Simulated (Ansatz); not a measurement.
I need a point defect in a supercell of Sc3In, space group Pm-3m. Use Ansatz 0.2.0, Python API. Settings (first run): LDA, PAW, the default cutoff (420 eV here), 1×1×2 k-points, cold smearing of 0.05 eV.

```
CELL_PARAMETERS angstrom
4.53041 0.00000 0.00000
0.00000 4.53041 0.00000
0.00000 0.00000 4.53041
ATOMIC_POSITIONS crystal
Sc 0.50000 0.50000 0.00000
Sc 0.50000 0.00000 0.50000
Sc 0.00000 0.50000 0.50000
In 0.00000 0.00000 0.00000
```

The script, `defect_sc3in.py`:
```python
'''An antisite in a supercell of Sc3In, against the perfect cell.'''

import logging
import sys

import ansatz as az
import numpy as np

logging.basicConfig(stream=sys.stdout, format='%(levelname)s:%(name)s:%(message)s')
log = logging.getLogger('ansatz_job')
log.setLevel(logging.INFO)

vectors = np.array([
    [4.53040882, 0.0, 0.0],
    [0.0, 4.53040882, 0.0],
    [0.0, 0.0, 4.53040882],
])
sc3in = (
    az.Lattice.of(vectors)
    .atom('Sc', (0.5, 0.5, 0.0))
    .atom('Sc', (0.5, 0.0, 0.5))
    .atom('Sc', (0.0, 0.5, 0.5))
    .atom('In', (0.0, 0.0, 0.0))
)
host = sc3in.supercell(2, 2, 1)
defective = host.substitution('In', at=(0.0, 0.5, 0.5), replaces='Sc')

def with_settings(structure):
    return (
        structure.calculation()
        .functional('LDA')
        .occupations('cold', width=0.05)  # fractional filling near the Fermi level
        .kpoints(length=10)  # sampling of the Brillouin zone
        .band_table()  # levels at the mesh points
    )


perfect = with_settings(host).run(threads=1, pin='off').report
setup = with_settings(defective).relax(force_tolerance=0.02, max_steps=25)
out = setup.run(threads=1, pin='off')
data = out.report

n_host, n_defect = len(perfect['lattice']['sites']), len(data['lattice']['sites'])
log.info(f'perfect cell: {n_host} atoms, F = {perfect["free_energy_ev"]:.4f} eV')
log.info(f'defect cell:  {n_defect} atoms, F = {data["free_energy_ev"]:.4f} eV')
# chemical potentials are still to be added to this difference
log.info(f'difference {data["free_energy_ev"] - perfect["free_energy_ev"]:.4f} eV (no chemical potentials)')

for label, run in (('perfect', perfect), ('defect', data)):
    levels, filled = np.array(run['eigenvalues_ev'][0]), np.array(run['occupations'][0])
    top = int(np.argmin(np.abs(levels - run['fermi_energy_ev'])))
    window = slice(max(top - 3, 0), top + 4)
    print(label, 'levels near E_F at the first k-point:', ', '.join(f'{e - run["fermi_energy_ev"]:.2f} ({f:.2f})' for e, f in zip(levels[window], filled[window])))

pull = np.linalg.norm(data['forces_ev_ang'], axis=1)
for atom in np.argsort(-pull)[:5]:
    log.info(f'force on {out.lattice.sites[atom].symbol}{atom}: {pull[atom]:.3f} eV/A')
```

Running `python defect_sc3in.py` prints:
```text
DeckWarning: basis.ecutwfc = 420 eV, auto-derived from the records' recommended cutoffs: set by Sc (normal level)
INFO:ansatz_job:perfect cell: 16 atoms, F = -46901.4003 eV
INFO:ansatz_job:defect cell:  16 atoms, F = -50269.4010 eV
INFO:ansatz_job:difference -3368.0007 eV (no chemical potentials)
perfect levels near E_F at the first k-point: -0.39 (2.00), -0.05 (2.10), -0.05 (2.10), 0.01 (0.57), 0.21 (0.00), 0.21 (0.00), 0.22 (0.00)
defect levels near E_F at the first k-point: -0.04 (1.97), -0.03 (1.78), -0.01 (1.09), 0.01 (0.56), 0.10 (0.00), 0.20 (0.00), 0.29 (0.00)
INFO:ansatz_job:force on Sc1: 0.004 eV/A
INFO:ansatz_job:force on Sc5: 0.004 eV/A
INFO:ansatz_job:force on Sc9: 0.004 eV/A
INFO:ansatz_job:force on Sc13: 0.004 eV/A
INFO:ansatz_job:force on Sc4: 0.004 eV/A
```
(Warnings from the package without file and line.)

Absolute energies stand on the zero of these potentials, so only differences at equal settings mean something. A total without «per atom» is that of the cell as typed. The computed bands are complete only to about 1.0 eV above the Fermi level. For a metal this mesh is far too coarse, so the numbers only illustrate the procedure. The difference holds no chemical potentials. Errors of mesh and smearing per atom add up over the supercell, so the energy can be off by tenths of an eV. Each cell's levels count from its own Fermi level and aren't aligned; one k-point can hide that the defect cell is metallic. The structure comes from a database of computed cells and needn't be a stable or known phase. Gaps and levels are Kohn-Sham values on a finite set of k-points, without spin-orbit coupling. The supercell is small, so the defect meets its images and the energies aren't those of an isolated defect; a partly filled defect level may also lower its energy by spin or distortion. For a charged cell the difference holds no correction, alignment or term for the electrons' reservoir. Hardware and time: 27 s on 1 thread of Arm Neoverse V1 (shared host), peak memory 0.69 GiB.

(Lines on the test bed's own set-up are left out of the output.)
